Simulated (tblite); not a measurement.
# As9B8H32N7: the cost of one run

Computed with tblite 0.8.0 and PySCF 2.14.0 and routines of our own; the level stands in each step. Atoms count from 0.

### 1 The starting structure

56 atoms, charge 0, multiplicity 1; geometry from: force field, distance geometry or constructed start.

### 2 Relaxing the molecule with GFN2-xTB

The job: settings as JSON, then the geometry in Å.

```
{"job": {"kind": "relax", "xc": "GFN2-xTB", "basis": "xTB"}, "charge": 0, "multiplicity": 1}
B     -2.366400    -2.544500     0.273700
B      1.003300    -2.540100     0.268400
B     -0.677200     2.330500    -2.481700
B      1.005800    -0.588100    -2.488900
B      1.005500     3.306700     0.278700
B      2.692200     0.382100     0.272700
B     -0.682300     0.384300     0.272000
B      1.009900    -0.589800     3.034800
As    -2.368600    -0.594600    -0.414600
As    -0.685200    -3.518600    -0.412600
As     1.004400    -2.543900     2.341700
As     1.004000    -0.594500    -0.414200
As    -0.685800     2.333500    -0.409200
As    -0.680200     0.382000    -3.174900
As     2.693300     2.337900    -0.414000
As     2.693600     0.383200     2.350100
As    -0.682000     0.384500     2.344700
H      3.935400    -0.337300     2.849400
H      3.935900     3.051200     0.094900
H     -0.679600    -4.949900     0.095100
H     -0.684700     1.819500     2.851900
H      2.246700    -3.257700     2.850200
H     -0.679000     0.387200    -4.685600
H     -3.616600     0.119800     0.090900
N      1.007000    -0.589900     4.584200
H      0.162800    -1.077000     4.960200
H      1.844900    -1.073800     4.957000
H      1.005900     0.375300     4.958900
N     -1.947400     3.063900    -3.001400
H     -1.973400     3.079200    -4.032700
H     -2.808500     2.595800    -2.669400
H     -1.976400     4.047300    -2.668100
N     -2.372300    -2.542600     1.823400
H     -3.206800    -2.060400     2.203400
H     -2.370100    -3.508100     2.196400
H     -1.533200    -2.056900     2.196800
N      1.005700    -2.053700    -3.003500
H      0.040200    -2.404300    -3.126800
H      1.491200    -2.131500    -3.914000
H      1.485300    -2.682600    -2.333300
N      1.006400     3.305600     1.829100
H      1.012400     2.335100     2.203400
H      1.849100     3.792500     2.196100
H      0.171500     3.791000     2.197900
N      0.579500     3.065200    -2.997000
H      0.607800     3.080400    -4.039500
H      0.612100     4.046100    -2.668900
H      1.447000     2.597800    -2.666000
N     -3.635300    -3.272900    -0.241200
H     -3.661500    -3.287900    -1.276100
H     -3.664300    -4.263100     0.092800
H     -4.494400    -2.803700     0.089400
H      1.006100     4.410600    -0.114600
H      3.647400    -0.170500    -0.117700
H      1.962500    -0.041800    -2.871200
H      1.961300    -3.091200    -0.114100
```

On the command line:

```console
OMP_NUM_THREADS=4 python large_run.py task.json out
```

One launch serves the whole session: the jobs run in the order shown.

Q: Estimate the wall time and peak memory of this first job on 4 threads of AMD EPYC 9R45, shared host.

About 36 s, with a peak of 0.16 GiB.
